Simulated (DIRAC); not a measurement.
# GeH+: PBE/dyall-acv2z (DC, uncontracted yes)

Wanted: a single-point energy of GeH+. 

Program for the calculation: DIRAC 26.1 (patched).

30 further runs of the same task are left out: 30 set aside as unsound or not needed. Runs told in other sessions of the task aren't counted.

### Step 1. The system as given

GeH+: 2 atoms, total charge +1, spin state singlet. The shape was relaxed beforehand at PBE/DC.

Bond lengths: Ge1–H2 1.604 Å.

### Step 2. The energy at PBE/dyall-acv2z (DC, uncontracted yes)

Contents of GeH.mol:

```
DIRAC
GeH
dyall-acv2z
C   2  1           A
       32.    1
Ge        0.00000000      0.00000000      0.00000000
LARGE BASIS dyall.acv2z
        1.    1
H         0.00000000      0.00000000      1.60429389
LARGE BASIS dyall.acv2z
FINISH
```

Contents of calc.inp:

```
**DIRAC
.WAVE FUNCTION
.PROPERTIES
**HAMILTONIAN
.DFT
PBE
**INTEGRALS
*READIN
.UNCONTRACT
**WAVE FUNCTION
.SCF
**PROPERTIES
.DIPOLE
**END OF INPUT
```

On the command line:

```
$ pam --inp=calc.inp --mol=GeH.mol --noarch --mw=163 --aw=368
```

Output:

```text
[...]
   for large components
[...]
 Ordinary (field-free non-relativistic) Hamiltonian integrals not calculated.
[...]
Full group is:  C(oo,v)
Represented as: C2v
[...]
 * Kohn-Sham calculation using the xc functional: PBE
[...]
   Total charge of atoms =  33
[...]
 * Number of fermion irreps: 1
[...]
It.    1    -1216.238756167      0.00D+00  0.00D+00  0.00D+00               0.07559299s   Atom. scrpot
[...]
It.   12    -2099.253399269      3.27D-11 -2.23D-07  3.77D-08   DIIS   9    1.33500000s   LL SL
[...]
* Convergence after   12 iterations.
[...]
                                   TOTAL ENERGY
                                   ------------
   Charge of molecule : 1
   Electronic energy                        :    -2109.8086168806003
   Other contributions to the total energy
   Nuclear repulsion energy                 :       10.5552173719293
   SS Coulombic correction                  :        0.0000002392736
[...]
   Total energy                             :    -2099.2533992693975
[...]
  * Closed shell, f = 1.0000
   -403.0201245230  ( 2)       -50.7120398445  ( 2)       -45.1413988736  ( 2)       -43.9690871199  ( 2)        -6.5102102016  ( 2)
     -4.6743994843  ( 2)        -4.5110111095  ( 2)        -1.4039700017  ( 2)        -1.3816602702  ( 2)        -0.7525526791  ( 2)
     -0.5130107915  ( 2)
  * Virtual eigenvalues, f = 0.0000
[...]
  * Closed shell, f = 1.0000
    -43.9727499721  ( 2)        -4.5226183184  ( 2)        -1.4162550961  ( 2)        -1.3853333754  ( 2)
  * Virtual eigenvalues, f = 0.0000
     -0.4078099673  ( 2)        -0.1097470334  ( 2)        -0.0988635553  ( 2)        -0.0956503438  ( 2)         0.0866122168  ( 2)
      0.1342770343  ( 2)         0.2624007585  ( 2)         0.2664914061  ( 2)         0.8991991535  ( 2)         2.0832641906  ( 2)
[...]
  * Closed shell, f = 1.0000
     -1.3965041327  ( 2)
  * Virtual eigenvalues, f = 0.0000
     -0.0953039135  ( 2)         0.2678924687  ( 2)         2.0918491645  ( 2)         2.1058966880  ( 2)         2.1223957462  ( 2)
      8.8371228343  ( 2)        10.8002779804  ( 2)        10.8160781530  ( 2)        30.2004467468  ( 2)       100.8182787172  ( 2)
[...]
* HOMO - LUMO gap:
    E(LUMO) :    -0.41364441 au (symmetry E1 )
  - E(HOMO) :    -0.51301079 au (symmetry E1 )
  ------------------------------------------
    gap     :     0.09936638 au
[...]
* Dipole moment:
          Electronic               Nuclear                  Total
          contribution             contribution             contribution
----------------------------------------------------------------------------
x         0.00000000 Debye         0.00000000 Debye         0.00000000 Debye
y         0.00000000 Debye         0.00000000 Debye         0.00000000 Debye
z        -3.96820833 Debye         4.28545250 Debye         0.31724417 Debye
----------------------------------------------------------------------------
[...]
```

Wall time 16 s (1 thread of Arm Neoverse V2, shared host); peak memory 0.078 GiB.

### Step 3. Outcome

At PBE/dyall-acv2z (DC, uncontracted yes):

| quantity | value |
| --- | --- |
| total energy | -2099.25340 Eh |
| HOMO energy | -13.96 eV |
| LUMO energy | -11.26 eV |
| HOMO–LUMO gap | 2.70 eV |
